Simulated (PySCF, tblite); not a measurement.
**C₂H₁₂BNSi₂: dynamics, then NMR shifts on frames**

Aim: move C₂H₁₂BNSi₂ (`CB(C)N[SiH2][SiH3]`) away from its starting geometry and see how NMR shifts follow the geometry.

Programs: tblite 0.8.0 and PySCF 2.14.0, with density-fitted response routines of our own. Each step states its level of theory. These are calculated values for one molecule in the gas phase, unless marked as measured. Atoms count from 0, in the outputs and in this text.

## Step 1: The starting structure

18 atoms, charge 0, multiplicity 1; geometry from: GFN2-xTB.

Bonds of the start (Å): C0–B1 1.59, B1–C2 1.59, B1–N3 1.40, N3–Si4 1.75, Si4–Si5 2.31, C0–H6 1.09, C0–H7 1.09, C0–H8 1.09, C2–H9 1.09, C2–H10 1.09, C2–H11 1.09, N3–H12 1.01, Si4–H13 1.47, Si4–H14 1.47, Si5–H15 1.47, Si5–H16 1.47, Si5–H17 1.47.

## Step 2: A short Langevin run with GFN2-xTB

Job settings and geometry (Å):

```
{"job": {"kind": "md", "xc": "GFN2-xTB", "basis": "xTB", "temperature": 300, "steps": 2000, "every": 50, "frames": 5}, "charge": 0, "multiplicity": 1}
C     -0.846423    -1.282085     0.279337
B     -1.171361     0.166667    -0.279582
C     -2.614490     0.506141    -0.848605
N     -0.169371     1.147007    -0.273728
Si     1.486557     1.060664     0.281306
Si     2.650483    -0.639264    -0.762439
H     -1.739876    -1.865761     0.487534
H     -0.252355    -1.247327     1.190351
H     -0.263338    -1.842871    -0.450612
H     -2.979686    -0.279074    -1.507819
H     -3.334190     0.578898    -0.033659
H     -2.655963     1.445061    -1.398162
H     -0.441751     2.048202    -0.638356
H      1.998219     2.409269    -0.018310
H      1.459461     0.950340     1.751498
H      4.040590    -0.246266    -1.025837
H      2.093463    -1.033560    -2.062771
H      2.731270    -1.869724     0.033438
```

Method: GFN2-xTB Langevin dynamics, gas phase.

Started as:

```sh
$ OMP_NUM_THREADS=1 python probes_run.py task.json out
```

This one command runs all jobs of the session in turn.

Standard output:

```text
t/fs     T/K      E/eV
    0.0   254.5   -491.25696
   25.0   203.5   -490.88123
   50.0   232.7   -490.86978
   75.0   217.7   -490.69235
  100.0   214.8   -490.67780
  125.0   286.6   -490.68055
  150.0   271.0   -490.86924
  175.0   247.4   -490.76291
  200.0   193.0   -490.53871
  225.0   206.7   -490.56080
  250.0   240.8   -490.62651
  275.0   331.7   -490.80791
  300.0   350.1   -490.76332
  325.0   305.3   -490.66124
  350.0   256.6   -490.57267
  375.0   201.8   -490.59081
  400.0   279.8   -490.79698
  425.0   234.7   -490.74794
  450.0   184.9   -490.63056
  475.0   217.8   -490.56917
  500.0   329.0   -490.59937
  525.0   224.5   -490.42425
  550.0   252.6   -490.64292
  575.0   353.5   -490.57362
  600.0   364.8   -490.62598
  625.0   305.3   -490.67440
  650.0   295.1   -490.61934
  675.0   195.5   -490.62062
  700.0   259.7   -490.73016
  725.0   241.2   -490.70602
  750.0   319.4   -490.84338
  775.0   261.4   -490.84421
  800.0   245.6   -490.77236
  825.0   258.7   -490.71205
  850.0   241.8   -490.77002
  875.0   231.4   -490.75210
  900.0   166.8   -490.64646
  925.0   216.7   -490.67501
  950.0   232.5   -490.79886
  975.0   263.9   -490.73660
 1000.0   295.0   -490.85143
```

Run time: 15 s. Hardware: 1 thread of Arm Neoverse V1, shared host; peak memory 0.18 GiB.

Distance from the start (root mean square after alignment): 0 fs 0.00 Å, 200 fs 1.08 Å, 400 fs 1.21 Å, 600 fs 1.18 Å, 800 fs 0.98 Å, 1000 fs 0.72 Å.

Positions (Å) and forces (eV/Å) at 1000 fs:

```xyz
18

C    -0.104   -2.108    0.001   -1.361   -0.115    1.261
B    -0.462   -0.609   -0.242   -0.026    1.117   -0.056
C    -1.951   -0.368   -0.751   -1.105   -0.393   -0.018
N     0.402    0.480    0.025   -0.408    0.356    0.077
Si    2.016    0.615    0.745   -1.045    0.649    0.082
Si    3.566    0.259   -0.916   -0.633    0.343    0.301
H    -0.529   -2.712   -0.779    0.531   -0.397   -0.597
H    -0.753   -2.439    0.859    0.682    0.325   -0.303
H     0.906   -2.316    0.270    0.539   -0.375   -0.194
H    -2.147   -0.896   -1.714    0.125    0.327    0.730
H    -2.693   -0.767   -0.012    0.659   -0.083   -0.553
H    -2.308    0.651   -0.877    0.422    0.264   -0.184
H    -0.014    1.418   -0.093    0.218   -0.908   -0.076
H     1.889    2.075    1.204    0.293   -0.797   -0.042
H     1.933   -0.296    1.904    0.233    0.190   -0.034
H     4.870    0.258   -0.328    0.775    0.086    0.153
H     3.475    1.292   -1.954    0.103   -0.152   -0.076
H     3.347   -1.074   -1.410   -0.003   -0.438   -0.472
```

## Step 3: Shielding tensors: 250 fs, PBE0/pcSseg-1

Job settings and geometry (Å):

```
{"job": {"kind": "nmr", "xc": "PBE0", "basis": "pcSseg-1", "pop": false}, "charge": 0, "multiplicity": 1}
C     -0.948700    -1.511100     0.841000
B     -1.163700    -0.149200    -0.025600
C     -2.674700     0.212700    -0.372300
N     -0.227700     0.746200    -0.398600
Si     1.529900     0.849400    -0.133600
Si     3.066600    -0.745600    -0.825500
H     -0.634000    -2.448900     0.320100
H     -1.865200    -1.628100     1.410300
H     -0.199500    -1.352800     1.640200
H     -3.236300     0.141700     0.552400
H     -2.835100     1.202900    -0.746500
H     -3.228300    -0.436400    -1.070600
H     -0.536600     1.493300    -1.033400
H      1.798600     2.130600    -0.754900
H      1.574000     0.625000     1.339400
H      4.046800    -0.505000     0.230700
H      3.657000    -0.679400    -2.170900
H      2.465100    -2.051200    -0.693700
```

Level: GIAO PBE0/pcSseg-1 NMR shielding, non-relativistic, gas phase.

Standard output:

```text
coarse grid: 15008 points
cycle   1  E = -741.4684153077  dE =  2.047e-01  |g| = 5.608e-01  |ddm| = 3.570e+00
cycle   2  E = -741.4245820393  dE =  4.383e-02  |g| = 7.047e-01  |ddm| = 1.184e+00
cycle   3  E = -741.5472522574  dE = -1.227e-01  |g| = 7.718e-02  |ddm| = 7.374e-01
cycle   4  E = -741.5483992034  dE = -1.147e-03  |g| = 3.198e-02  |ddm| = 8.060e-02
cycle   5  E = -741.5486331552  dE = -2.340e-04  |g| = 4.114e-03  |ddm| = 2.478e-02
cycle   6  E = -741.5486377326  dE = -4.577e-06  |g| = 1.139e-03  |ddm| = 6.132e-03
final grid: 132936 points
cycle   7  E = -741.5778326075  dE = -2.841e-05  |g| = 7.250e-03  |ddm| = 2.067e-02
cycle   8  E = -741.5778266510  dE =  5.956e-06  |g| = 8.815e-03  |ddm| = 1.450e-02
cycle   9  E = -741.5778458894  dE = -1.924e-05  |g| = 7.856e-04  |ddm| = 8.011e-03
cycle  10  E = -741.5778460115  dE = -1.221e-07  |g| = 2.183e-04  |ddm| = 6.904e-04
cycle  11  E = -741.5778460216  dE = -1.010e-08  |g| = 3.322e-05  |ddm| = 1.726e-04
cycle  12  E = -741.5778460218  dE = -2.474e-10  |g| = 6.980e-06  |ddm| = 4.785e-05
converged SCF energy = -741.5778460218

GIAO shielding tensors (ppm)
atom      isotropic    diamagn.    paramagn.     s11        s22        s33       span
  0 C      182.144     253.658     -71.514    171.539    185.045    189.848     18.308
  1 B       53.457     189.946    -136.488     22.967     24.681    112.724     89.757
  2 C      172.607     251.449     -78.842    154.413    166.479    196.930     42.517
  3 N      161.387     322.872    -161.485     84.791    189.108    210.261    125.471
  4 Si     391.433     880.500    -489.068    303.837    387.809    482.652    178.814
  5 Si     463.298     881.511    -418.213    440.059    471.934    477.900     37.841
  6 H       30.386      30.676      -0.291     26.186     28.460     36.511     10.325
  7 H       31.166      31.442      -0.276     26.332     30.302     36.863     10.531
  8 H       31.034      33.252      -2.218     26.922     30.243     35.937      9.015
  9 H       31.481      30.750       0.731     27.550     30.448     36.445      8.895
 10 H       32.434      32.191       0.243     28.317     31.093     37.892      9.575
 11 H       30.590      29.697       0.893     27.121     28.591     36.058      8.937
 12 H       27.353      32.668      -5.316     20.315     28.469     33.275     12.960
 13 H       26.668      29.819      -3.152     22.337     26.506     31.160      8.822
 14 H       25.933      31.049      -5.116     21.795     26.329     29.675      7.880
 15 H       28.459      29.449      -0.990     25.168     26.651     33.557      8.389
 16 H       28.236      29.397      -1.161     25.156     25.545     34.007      8.852
 17 H       28.356      30.967      -2.611     24.626     27.672     32.770      8.144
```

It took 30 s on 1 thread of Arm Neoverse V1, shared host; peak memory 0.76 GiB.

The references, computed at this level on geometries of the same kind, shield at (ppm): ¹H TMS 31.72, ¹³C TMS 186.9, ²⁹Si TMS 349.2, ¹⁵N NH3 267.7, ¹¹B BF3·OEt2 100.1. Their shielding less the atom's gives the shift. The references are single molecules in the gas phase, so shifts against H2O, NH3, PH3, H3PO4 or CFCl3 are not on the usual liquid scales and can be off by tens of ppm. Each atom is listed at this fixed geometry, with no averaging over motion; a spectrum would average atoms that exchange fast.

```csv
atoms,environment,σ (ppm),δ (ppm)
C2,methyl carbon bonded to B,172.6,14.3
C0,methyl carbon bonded to B,182.1,4.8
H14,"hydrogen on a silicon bonded to N, Si",25.93,5.78
H13,"hydrogen on a silicon bonded to N, Si",26.67,5.05
H12,"hydrogen on a nitrogen bonded to B, Si",27.35,4.36
H16,hydrogen on a silicon bonded to Si,28.24,3.48
H17,hydrogen on a silicon bonded to Si,28.36,3.36
H15,hydrogen on a silicon bonded to Si,28.46,3.26
H6,hydrogen on a methyl carbon bonded to B,30.39,1.33
H11,hydrogen on a methyl carbon bonded to B,30.59,1.13
H8,hydrogen on a methyl carbon bonded to B,31.03,0.68
H7,hydrogen on a methyl carbon bonded to B,31.17,0.55
H9,hydrogen on a methyl carbon bonded to B,31.48,0.24
H10,hydrogen on a methyl carbon bonded to B,32.43,-0.72
B1,"boron bonded to 2 C, N",53.5,46.6
N3,"nitrogen bonded to B, Si, H",161.4,106.3
Si4,"silicon bonded to N, Si, 2 H",391.4,-42.3
Si5,"silicon bonded to Si, 3 H",463.3,-114.1
```

The fields below are evaluated on a grid from the run's orbitals.

Frontier orbitals at PBE0/pcSseg-1, with the share of their density that lies nearest to each atom:

```csv
orbital,energy (eV),lies on
HOMO,-7.59,N3 27 %; Si5 18 %; Si4 14 %
LUMO,-0.42,"Si4 24 %; H13 17 %; H14, H15 about 11 % each"
```

ELF in a plane through or near 7 of the atoms.

Ten even steps from '0' (0.00) to '9' (1.00):
```
0000000000000000000000000000
0000000000000000000000000000
0000000000000000000000000000
0000000000000000000000000000
0000000000000011147500000000
0000000000000255599940000000
0000121110000475399920000000
0004898421000363188400000000
0028999722100048950068700000
0018999646520025333599920000
0003798589204577157799920000
0000243484444848656588600000
0000000143224857404762000000
0000000069972388404995000000
0000000099992088503984000000
0000000199992014100110000000
0000000079992000000000000000
0000000001210000000000000000
0000000000000000000000000000
0000000000000000000000000000
```
The map spans 13.1 Å across and 10.0 Å up, centred on the molecule. Atoms in the plane (x, y in Å): C0 (1.0, 1.5), N3 (0.3, -1.0), Si4 (-1.5, -1.0), H7 (2.0, 1.9), H9 (3.3, -0.1), H13 (-1.7, -2.4), H15 (-4.0, 0.5).

On the surface of density 0.002 e/bohr³ the electrostatic potential runs, from the 1st to the 99th percentile, from -0.44 to 1.47 V.

## Step 4: NMR shieldings: 425 fs, PBE0/pcSseg-1

Job settings and geometry (Å):

```
{"job": {"kind": "nmr", "xc": "PBE0", "basis": "pcSseg-1", "pop": false}, "charge": 0, "multiplicity": 1}
C      0.024700    -1.785000     0.783300
B     -0.431400    -0.523700     0.063300
C     -1.993600    -0.377000    -0.239800
N      0.346700     0.561500    -0.228200
Si     2.027300     0.901800     0.073900
Si     3.288100    -0.643800    -1.049000
H      0.447700    -2.451600     0.025200
H     -0.717100    -2.343600     1.358900
H      0.809700    -1.478400     1.450400
H     -2.378200     0.636600    -0.419000
H     -2.194900    -1.015300    -1.112000
H     -2.557900    -0.825800     0.595100
H     -0.024300     1.323300    -0.818500
H      2.251900     2.282200    -0.101700
H      2.156100     0.596900     1.605900
H      4.487900    -1.000200    -0.164800
H      3.939200    -0.259800    -2.330600
H      2.690900    -1.919000    -1.393800
```

Level: GIAO PBE0/pcSseg-1 NMR shielding, non-relativistic, gas phase.

Standard output:

```text
coarse grid: 15008 points
cycle   1  E = -741.4626730675  dE =  2.925e-01  |g| = 5.816e-01  |ddm| = 3.591e+00
cycle   2  E = -741.4171879582  dE =  4.549e-02  |g| = 7.248e-01  |ddm| = 1.205e+00
cycle   3  E = -741.5473120294  dE = -1.301e-01  |g| = 7.683e-02  |ddm| = 7.511e-01
cycle   4  E = -741.5484624616  dE = -1.150e-03  |g| = 3.203e-02  |ddm| = 8.328e-02
cycle   5  E = -741.5486952784  dE = -2.328e-04  |g| = 4.734e-03  |ddm| = 2.596e-02
cycle   6  E = -741.5487015661  dE = -6.288e-06  |g| = 1.151e-03  |ddm| = 6.963e-03
final grid: 132936 points
cycle   7  E = -741.5780014961  dE = -2.866e-05  |g| = 7.536e-03  |ddm| = 2.526e-02
cycle   8  E = -741.5779955000  dE =  5.996e-06  |g| = 9.042e-03  |ddm| = 1.478e-02
cycle   9  E = -741.5780156371  dE = -2.014e-05  |g| = 7.816e-04  |ddm| = 8.085e-03
cycle  10  E = -741.5780157581  dE = -1.210e-07  |g| = 2.212e-04  |ddm| = 6.924e-04
cycle  11  E = -741.5780157683  dE = -1.023e-08  |g| = 3.451e-05  |ddm| = 1.795e-04
cycle  12  E = -741.5780157686  dE = -2.747e-10  |g| = 1.092e-05  |ddm| = 5.386e-05
converged SCF energy = -741.5780157686

GIAO shielding tensors (ppm)
atom      isotropic    diamagn.    paramagn.     s11        s22        s33       span
  0 C      183.024     256.495     -73.471    171.230    187.675    190.166     18.936
  1 B       51.935     192.900    -140.965      8.516     29.462    117.828    109.311
  2 C      168.776     253.744     -84.968    148.671    165.224    192.433     43.762
  3 N      178.398     324.134    -145.736    113.090    196.942    225.163    112.073
  4 Si     401.330     880.858    -479.528    363.273    386.638    454.079     90.805
  5 Si     472.054     879.009    -406.955    445.283    476.266    494.614     49.331
  6 H       31.250      32.065      -0.815     26.364     30.404     36.981     10.617
  7 H       30.850      31.831      -0.981     26.471     29.063     37.016     10.544
  8 H       31.353      33.934      -2.581     26.531     31.522     36.006      9.475
  9 H       31.363      32.285      -0.922     27.314     29.997     36.778      9.464
 10 H       30.809      30.875      -0.066     28.161     28.850     35.414      7.253
 11 H       30.725      31.488      -0.764     26.443     30.254     35.477      9.034
 12 H       27.832      33.645      -5.814     20.709     28.631     34.155     13.446
 13 H       27.395      29.900      -2.505     23.763     26.062     32.360      8.597
 14 H       25.400      29.093      -3.693     22.272     24.587     29.342      7.070
 15 H       27.537      26.751       0.786     24.453     25.172     32.987      8.534
 16 H       28.025      27.465       0.560     24.847     25.416     33.811      8.964
 17 H       28.378      29.295      -0.917     24.218     28.038     32.877      8.659
```

Wall time 21 s (1 thread of Arm Neoverse V1, shared host); peak memory 0.81 GiB.

Key values: δ C2 18.1, C0 3.9, B1 48.1, N3 89.3, H14 6.32, H13 4.32 ppm.

(Part 1 of 2 ends here.)
